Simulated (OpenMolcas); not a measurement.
# Ir³⁺ among point charges: CASSCF and CASPT2 levels and susceptibility, part 2 of 2

Aim: the splitting of the states of Ir³⁺ in the field of 6 point charges, its lowest levels with spin-orbit coupling and its magnetic susceptibility.

OpenMolcas 26.06; ANO-RCC-VDZP, DKH2, active space 6 electrons in 5 orbitals (5d), orbitals: per spin and parity. Surroundings: 6 point charges of -1.7 e arranged as a trigonal antiprism (D3d), 1.9 Å from the ion, with a polar angle of 49.3° against the regular 54.74°.

## Step 6: RASSI: spin-orbit coupling between the states

File a.inp:

```
&RASSI
NrOfJobIphs=3 5 45 50
1 2 3 4 5
1 2 3 4 5 6 7 8 9 10 11 12 13 14 15 16 17 18 19 20 21 22 23 24 25 26 27
28 29 30 31 32 33 34 35 36 37 38 39 40 41 42 43 44 45
1 2 3 4 5 6 7 8 9 10 11 12 13 14 15 16 17 18 19 20 21 22 23 24 25 26 27
28 29 30 31 32 33 34 35 36 37 38 39 40 41 42 43 44 45 46 47 48 49 50
IphNames
JOB001
JOB002
JOB003
EJob
SpinOrbit
DIPRint=1.0
SOCoupling=1000.0
Subsets=2
Property=9
'ANGMOM' 1 'ANGMOM' 2 'ANGMOM' 3 'MLTPL  1' 1 'MLTPL  1' 2 'MLTPL  1' 3
'AMFI' 1 'AMFI' 2 'AMFI' 3
SOProperty=3
'ANGMOM' 1 'ANGMOM' 2 'ANGMOM' 3
```

The run is started by

```sh
$ OMP_NUM_THREADS=1 MOLCAS_MEM=1689 MOLCAS_PROJECT=a pymolcas a.inp > a.log
```

Standard output:

```text
SPIN-FREE ENERGIES:
  (Shifted by EMIN (a.u.) =     -17817.3629316190)

 SF State       Relative EMIN(au)   Rel lowest level(eV)    D:o, cm**(-1)      L_eff

     1             0.0000000000        0.0000000000              0.0000         2.0
     2             0.0000000226        0.0000006156              0.0050         2.0
     3             0.0187111981        0.5091576392           4106.6333         1.9
    51             0.0252311932        0.6865757427           5537.6068         4.6
     6             0.0345962718        0.9414125141           7593.0040         3.6
     7             0.0345962875        0.9414129408           7593.0074         3.6
     8             0.0401784016        1.0933100050           8818.1399         3.8
     9             0.0529401395        1.4405745848          11619.0176         4.2
    10             0.0589892961        1.6051805203          12946.6540         3.9
    11             0.0589893131        1.6051809829          12946.6577         3.9
    52             0.0700017433        1.9048444753          15363.6068         5.2
    53             0.0700017656        1.9048450821          15363.6117         5.2
    12             0.0769646835        2.0943157301          16891.7955         4.2
    54             0.0779496988        2.1211193619          17107.9814         4.9
     4             0.0787809494        2.1437388426          17290.4198         2.0
     5             0.0787809732        2.1437394912          17290.4251         2.0
    13             0.0870723637        2.3693597189          19110.1749         4.4
    14             0.0870723868        2.3693603489          19110.1800         4.4
    15             0.0942558769        2.5648330734          20686.7738         4.3
    16             0.0942559070        2.5648338919          20686.7804         4.3
    17             0.0982020841        2.6722148407          21552.8662         2.9
    55             0.1024538060        2.7879100879          22486.0113         4.7
    18             0.1050404227        2.8582955131          23053.7080         4.0
    19             0.1050404261        2.8582956061          23053.7088         4.0
    20             0.1061660912        2.8889265136          23300.7637         4.0
    21             0.1113288554        3.0294124846          24433.8595         3.5
    22             0.1113288708        3.0294129037          24433.8629         3.5
    56             0.1137258761        3.0946387414          24959.9447         5.1
    57             0.1137258995        3.0946393778          24959.9499         5.1
    23             0.1211839099        3.2975821795          26596.7940         3.1
    24             0.1211839349        3.2975828591          26596.7994         3.1
    58             0.1253684552        3.4114494578          27515.1955         4.1
    59             0.1253684641        3.4114496984          27515.1974         4.1
    25             0.1259617290        3.4275932588          27645.4040         2.7
    60             0.1338212123        3.6414606949          29370.3612         4.1
    61             0.1345802924        3.6621163185          29536.9601         4.4
    62             0.1345803140        3.6621169048          29536.9648         4.4
    26             0.1381909747        3.7603679885          30329.4132         2.9
    63             0.1466792711        3.9913463014          32192.3790         4.8
    27             0.1481634238        4.0317321526          32518.1128         3.3
Eigenvalues of complex Hamiltonian:
   -----------------------------------
  (Shifted by EMIN (a.u.) =     -17817.3629316190)

 SO State       Relative EMIN(au)   Rel lowest level(eV)    D:o, cm**(-1)     J-value

     1            -0.0347043841        0.0000000000              0.0000         2.8
     2            -0.0317306080        0.0809205704            652.6684         1.7
     3            -0.0317306078        0.0809205765            652.6685         1.7
     4            -0.0271190879        0.2064064242           1664.7801         2.6
     5            -0.0238589670        0.2951188345           2380.2939         3.0
     6            -0.0238589516        0.2951192530           2380.2973         3.0
     7            -0.0182352780        0.4481472076           3614.5510         2.9
     8            -0.0174306079        0.4700433967           3791.1557         3.0
     9            -0.0174305934        0.4700437920           3791.1589         3.0
    10            -0.0095497768        0.6844917346           5520.7982         2.9
    11            -0.0056940115        0.7894124555           6367.0408         2.0
    12            -0.0030042700        0.8626040489           6957.3709         2.8
    13            -0.0030042544        0.8626044747           6957.3743         2.8
    14             0.0020846281        1.0010800224           8074.2549         2.5
    15             0.0020846342        1.0010801879           8074.2562         2.5
    16             0.0093055679        1.1975718040           9659.0680         3.2
    17             0.0244418865        1.6094520139          12981.1059         2.9
    18             0.0246211537        1.6143301250          13020.4506         3.2
    19             0.0246211612        1.6143303288          13020.4522         3.2
    20             0.0304436582        1.7727685424          14298.3426         3.5
    21             0.0304436611        1.7727686204          14298.3432         3.5
    22             0.0320704714        1.8170363838          14655.3868         2.8
    23             0.0325468064        1.8299981197          14759.9302         3.0
    24             0.0325468110        1.8299982471          14759.9313         3.0
    25             0.0432714069        2.1218293665          17113.7080         3.2
    26             0.0432714148        2.1218295818          17113.7097         3.2
    27             0.0470920885        2.2257954107          17952.2507         3.2
    28             0.0470920910        2.2257954794          17952.2512         3.2
    29             0.0472762723        2.2308073063          17992.6743         3.2
    30             0.0475689181        2.2387706035          18056.9027         3.7
    31             0.0521940992        2.3646281949          19072.0126         3.6
    32             0.0521941012        2.3646282478          19072.0130         3.6
    33             0.0537315929        2.4064655299          19409.4535         3.1
    34             0.0555471180        2.4558684846          19807.9152         3.7
    35             0.0555471191        2.4558685126          19807.9154         3.7
    36             0.0581327282        2.5262265222          20375.3910         2.5
    37             0.0581327290        2.5262265438          20375.3912         2.5
    38             0.0592281393        2.5560341769          20615.8060         3.0
    39             0.0601832854        2.5820250246          20825.4363         3.0
    40             0.0601832940        2.5820252605          20825.4382         3.0
    41             0.0609026653        2.6016003500          20983.3219         3.1
Weights of the five most important spin-orbit-free states for each spin-orbit state.

 SO State  Total energy (au)           Spin-free states, spin, and weights
 -------------------------------------------------------------------------------------------------------
    1        -0.034704      51 0.0  0.1981    1 2.0  0.1826    2 2.0  0.1826    6 1.0  0.1351    7 1.0  0.1351
    2        -0.031731       2 2.0  0.4031    1 2.0  0.4007    8 1.0  0.0636    9 1.0  0.0434   27 1.0  0.0162
    3        -0.031731       1 2.0  0.4031    2 2.0  0.4007    8 1.0  0.0636    9 1.0  0.0434   27 1.0  0.0162
    4        -0.027119       1 2.0  0.3465    2 2.0  0.3465    9 1.0  0.0668    7 1.0  0.0495    6 1.0  0.0495
    5        -0.023859       1 2.0  0.4906    6 1.0  0.1226    3 2.0  0.1046    2 2.0  0.0514    7 1.0  0.0460
    6        -0.023859       2 2.0  0.4906    7 1.0  0.1226    3 2.0  0.1046    1 2.0  0.0514    6 1.0  0.0460
    7        -0.018235       1 2.0  0.3475    2 2.0  0.3475    3 2.0  0.0810    7 1.0  0.0422    6 1.0  0.0422
    8        -0.017431       1 2.0  0.3315    2 2.0  0.2286    6 1.0  0.1221    3 2.0  0.1221   10 1.0  0.0396
    9        -0.017431       2 2.0  0.3315    1 2.0  0.2286    7 1.0  0.1221    3 2.0  0.1221   11 1.0  0.0396
   10        -0.009550       3 2.0  0.4146    8 1.0  0.2624    2 2.0  0.0622    1 2.0  0.0622   51 0.0  0.0229
   11        -0.005694       2 2.0  0.4090    1 2.0  0.4090    6 1.0  0.0710    7 1.0  0.0710   29 1.0  0.0059
   12        -0.003004       3 2.0  0.5142    8 1.0  0.0789    2 2.0  0.0746    7 1.0  0.0679    1 2.0  0.0622
```

These steps took 32 s in all on 1 thread of Arm Neoverse V1, shared host.

Spin-free states, with their symmetry labels:

```csv
state,degeneracy,E (cm-1),free-ion L (%)
5E,2,0,D (100)
5A1,1,4107,D (100)
1A1,1,5538,G (50)
3E,2,7593,H (42)
3A2,1,8818,H (50)
3A1,1,11619,H (53)
3E,2,12947,G (42)
1E,2,15364,I (64)
3A2,1,16892,H (59)
1A2,1,17108,G (52)
5E,2,17290,D (100)
3E,2,19110,H (48)
3E,2,20687,H (60)
3A2,1,21553,P (52)
1A1,1,22486,I (55)
3E,2,23054,H (38)
3A1,1,23301,G (72)
3E,2,24434,G (51)
1E,2,24960,I (69)
3E,2,26597,F (45)
1E,2,27515,G (33)
3A1,1,27645,D (50)
1A1,1,29370,I (43)
1E,2,29537,G (62)
```

With spin-orbit coupling:

```json
{"E (cm-1)": "0.0", "Degeneracy": "1", "Label": "A1", "2S+1": "5", "g": ""}
{"E (cm-1)": "652.7", "Degeneracy": "2", "Label": "E", "2S+1": "5", "g": "0.00 0.00 10.82"}
{"E (cm-1)": "1665", "Degeneracy": "1", "Label": "A2", "2S+1": "5", "g": ""}
{"E (cm-1)": "2380", "Degeneracy": "2", "Label": "E", "2S+1": "5", "g": "0.00 0.00 3.90"}
{"E (cm-1)": "3615", "Degeneracy": "1", "Label": "A1", "2S+1": "5", "g": ""}
{"E (cm-1)": "3791", "Degeneracy": "2", "Label": "E", "2S+1": "5", "g": "0.00 0.00 0.06"}
{"E (cm-1)": "5521", "Degeneracy": "1", "Label": "A1", "2S+1": "5", "g": ""}
{"E (cm-1)": "6367", "Degeneracy": "1", "Label": "A2", "2S+1": "5", "g": ""}
{"E (cm-1)": "6957", "Degeneracy": "2", "Label": "E", "2S+1": "5", "g": "0.00 0.00 0.66"}
{"E (cm-1)": "8074", "Degeneracy": "2", "Label": "E", "2S+1": "5", "g": "0.00 0.00 3.56"}
{"E (cm-1)": "9659", "Degeneracy": "1", "Label": "A1", "2S+1": "5", "g": ""}
{"E (cm-1)": "12981", "Degeneracy": "1", "Label": "A2", "2S+1": "3", "g": ""}
{"E (cm-1)": "13020", "Degeneracy": "2", "Label": "E", "2S+1": "3", "g": "0.00 0.00 0.30"}
{"E (cm-1)": "14298", "Degeneracy": "2", "Label": "E", "2S+1": "3", "g": "0.00 0.00 0.96"}
{"E (cm-1)": "14655", "Degeneracy": "1", "Label": "A1", "2S+1": "3", "g": ""}
{"E (cm-1)": "14760", "Degeneracy": "2", "Label": "E", "2S+1": "3", "g": "0.00 0.00 2.09"}
{"E (cm-1)": "17114", "Degeneracy": "2", "Label": "E", "2S+1": "3", "g": "0.00 0.00 1.75"}
{"E (cm-1)": "17952", "Degeneracy": "2", "Label": "E", "2S+1": "3", "g": "0.00 0.00 5.02"}
{"E (cm-1)": "17993", "Degeneracy": "1", "Label": "A1", "2S+1": "3", "g": ""}
{"E (cm-1)": "18057", "Degeneracy": "1", "Label": "A2", "2S+1": "3", "g": ""}
{"E (cm-1)": "19072", "Degeneracy": "2", "Label": "E", "2S+1": "3", "g": "0.00 0.00 1.08"}
{"E (cm-1)": "19409", "Degeneracy": "1", "Label": "A2", "2S+1": "3", "g": ""}
{"E (cm-1)": "19808", "Degeneracy": "2", "Label": "E", "2S+1": "3", "g": "0.00 0.00 0.55"}
{"E (cm-1)": "20375", "Degeneracy": "2", "Label": "E", "2S+1": "3", "g": "0.00 0.00 2.96"}
```

The table of states holds 24 of 67 computed; the rest, higher up, is left out. Principal g values are given for doublets only; a zero marks a field direction without first-order Zeeman splitting.

Powder χT (cm³ K/mol): 0.00 at 2 K, 0.01 at 5 K, 0.02 at 10 K, 0.05 at 20 K, 0.12 at 50 K, 0.23 at 100 K, 0.36 at 150 K, 0.53 at 200 K, 0.73 at 250 K, 0.96 at 300 K.

## Step 7: CASPT2: IPEA 0.25, imaginary shift 0.1 (closed shells correlated: 5s 5p)

File a.inp:

```
>>> COPY JOB001 $Project.JobIph
&CASPT2
Multistate=5 1 2 3 4 5
NoMult
Frozen=14 16
IPEA=0.25
Imaginary=0.1
MaxIter=60
WThr=0.0 0.3 0.05
PrWF=0.5
NoMix
>>> COPY JOB002 $Project.JobIph
&CASPT2
Multistate=45 1 2 3 4 5 6 7 8 9 10 11 12 13 14 15 16 17 18 19 20 21 22
23 24 25 26 27 28 29 30 31 32 33 34 35 36 37 38 39 40 41 42 43 44 45
NoMult
Frozen=14 16
IPEA=0.25
Imaginary=0.1
MaxIter=60
WThr=0.0 0.3 0.05
PrWF=0.5
NoMix
>>> COPY JOB003 $Project.JobIph
&CASPT2
Multistate=50 1 2 3 4 5 6 7 8 9 10 11 12 13 14 15 16 17 18 19 20 21 22
23 24 25 26 27 28 29 30 31 32 33 34 35 36 37 38 39 40 41 42 43 44 45 46
47 48 49 50
NoMult
Frozen=14 16
IPEA=0.25
Imaginary=0.1
MaxIter=60
WThr=0.0 0.3 0.05
PrWF=0.5
NoMix
```

Standard output (excerpt; [...] marks lines left out):

```text
[...]
      Active orbitals                            5   0
[...]
      E2 (Variational):          -0.2199647037
      Total energy:          -17817.5828963227
[...]
::    CASPT2 Root  1     Total energy: -17817.58289632
::    CASPT2 Root  2     Total energy: -17817.58275439
[...]
::    CASPT2 Root 27     Total energy: -17817.38927827
::    CASPT2 Root 28     Total energy: -17817.38521890
::    CASPT2 Root 29     Total energy: -17817.38513475
::    CASPT2 Root 30     Total energy: -17817.37367783
```

This run took 11 s in all on 1 thread of Arm Neoverse V1, shared host.

SS-CASPT2: lowest energy less the reference's lowest, -0.2199 hartree; reference weights 0.931 to 0.952.

States without spin-orbit coupling:

```csv
state,degeneracy,E (cm-1),free-ion L (%)
5E,2,0,D (100)
1A1,1,1998,G (50)
5A1,1,3975,D (100)
3E,2,5299,H (42)
3A2,1,6379,H (50)
3A1,1,9293,H (53)
3E,2,10522,G (42)
1E,2,12785,I (64)
1A2,1,13810,G (52)
3A2,1,16209,H (59)
3E,2,17937,H (48)
5E,2,18464,D (100)
1A1,1,18831,I (55)
3E,2,19408,H (60)
3A2,1,19520,P (52)
3E,2,21387,H (38)
3A1,1,21553,G (72)
3E,2,22445,G (51)
1E,2,22499,I (69)
3E,2,24264,F (45)
1E,2,24767,G (33)
3A1,1,25022,D (50)
1A1,1,26471,I (43)
1E,2,26944,G (62)
```

With spin-orbit coupling:

```tsv
E (cm-1)	Degeneracy	Label	2S+1	g
0	1	A1	3	
2030	2	E	5	0.00 0.00 10.29
2840	1	A2	5	
3410	2	E	5	0.00 0.00 3.77
4920	1	A1	5	
4920	2	E	5	0.00 0.00 0.07
6140	1	A1	5	
7790	1	A2	5	
7920	2	E	5	0.00 0.00 0.83
9300	2	E	5	0.00 0.00 2.69
10300	1	A1	5	
12890	1	A2	3	
13300	2	E	3	0.00 0.00 0.23
14350	2	E	3	0.00 0.00 0.10
15290	1	A1	5	
15330	2	E	3	0.00 0.00 2.21
17220	2	E	3	0.00 0.00 1.78
17850	1	A2	3	
17880	2	E	3	0.00 0.00 4.68
17950	1	A1	3	
18840	2	E	3	0.00 0.00 1.18
19840	2	E	3	0.00 0.00 0.05
19980	1	A2	3	
21060	2	E	3	0.00 0.00 0.57
```

Powder χT (cm³ K/mol): 0.00 at 2 K, 0.01 at 5 K, 0.01 at 10 K, 0.02 at 20 K, 0.05 at 50 K, 0.10 at 100 K, 0.15 at 150 K, 0.21 at 200 K, 0.26 at 250 K, 0.31 at 300 K.

## Step 8: The methods side by side

A. CASSCF
B. SS-CASPT2, IPEA 0.25, imaginary shift 0.1 (closed shells correlated: 5s 5p)

```csv
method,ground state,first state of that spin (cm-1),first gap with spin-orbit (cm-1),χT at 300 K
A,5E,5A1 4107,652.7,0.96
B,5E,5A1 3975,2028.4,0.31
```

## Step 9: Results

The summary covers parts 1 to 2.

```
                                            quantity                                                                        value
                                              method  SS-CASPT2, IPEA 0.25, imaginary shift 0.1 (closed shells correlated: 5s 5p)
                              spin-free ground state                                               5E, 2-fold in its orbital part
first state of the same spin within the active space                                                             5A1 at 3980 cm⁻¹
                                        lowest level                                                                    1-fold A1
                                          next level                                                                  2028.4 cm⁻¹
                                         χT at 300 K                                                               0.31 cm³ K/mol
                           effective moment at 300 K                                                                      1.57 μB
```

Cost by method:

```csv
method,time of its own steps,time with the reference
A. CASSCF,32 s,32 s
"B. SS-CASPT2, IPEA 0.25, imaginary shift 0.1, +5s 5p",11 s,43 s
```

Times are of one thread on a shared host.

The spin-free ground state (5E) comes to 100 % from free-ion D terms and keeps the highest spin of the shell. χT at 300 K is 0.31, against 3.01 cm³ K/mol for the spin alone, so spin-orbit coupling lowers it. An active space of the d shell alone favours high spin; real ions in strong fields can be low spin. CASPT2 does not keep the components of a term degenerate, and the means are used. The field of point charges can differ much from that of real complexes. With metal d orbitals alone active, the gaps between spin states are rough; where two lie within a few thousand cm-1, their order is open. This is an electrostatic model: the charges have no orbitals.
